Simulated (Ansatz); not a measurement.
# Ba16N: the cost of one run

Program: Ansatz 0.2.0. Level of theory: DFT PBEsol, plane waves, PAW, scalar-relativistic, no spin polarisation. These are calculated values, not measurements.

## Step 1: The starting structure

The cell holds 17 atoms (Ba16N): a = 10.040 Å, b = 10.040 Å, c = 10.040 Å, α = 90.00°, β = 90.00°, γ = 90.00°.

The coordinates stand in the first input below.

## Step 2: Relaxing end A

input.yaml

```yaml
crystal:
  lattice:
    - [10.04, 0.0, 0.0]
    - [0.0, 10.04, 0.0]
    - [0.0, 0.0, 10.04]
  atoms:
    - { symbol: Ba, position: [0.0, 0.0, 0.0] }
    - { symbol: Ba, position: [0.5, 0.0, 0.0] }
    - { symbol: Ba, position: [0.0, 0.5, 0.0] }
    - { symbol: Ba, position: [0.0, 0.0, 0.5] }
    - { symbol: Ba, position: [0.25, 0.25, 0.25] }
    - { symbol: Ba, position: [0.5, 0.5, 0.0] }
    - { symbol: Ba, position: [0.5, 0.0, 0.5] }
    - { symbol: Ba, position: [0.75, 0.25, 0.25] }
    - { symbol: Ba, position: [0.0, 0.5, 0.5] }
    - { symbol: Ba, position: [0.25, 0.75, 0.25] }
    - { symbol: Ba, position: [0.25, 0.25, 0.75] }
    - { symbol: Ba, position: [0.5, 0.5, 0.5] }
    - { symbol: Ba, position: [0.75, 0.75, 0.25] }
    - { symbol: Ba, position: [0.75, 0.25, 0.75] }
    - { symbol: Ba, position: [0.25, 0.75, 0.75] }
    - { symbol: Ba, position: [0.75, 0.75, 0.75] }
    - { symbol: "N", position: [0.2545107, 0.123065, 0.0010588] }
basis:
  ecutwfc: 420.0
kpoints:
  mp_grid: { grid: [2, 2, 2] }
hamiltonian:
  xc: pbesol
scf:
  occupations: { method: gaussian, width: 0.05 }
  lower_state_search: "off"
relax:
  f_tol: 0.03
  max_steps: 60
  adjacent_minimum: "off"
```

The run is started by

```console
$ ansatz run input.yaml --threads 4 --pin off --max-ram 10240MiB --backend cpu --events-out ev --progress --plain --runs-dir out
```

Q: Estimate wall time and peak memory on 4 threads of Intel Xeon 6975P-C (Granite Rapids), shared host.

About 27 s, with a peak of 2.8 GiB.
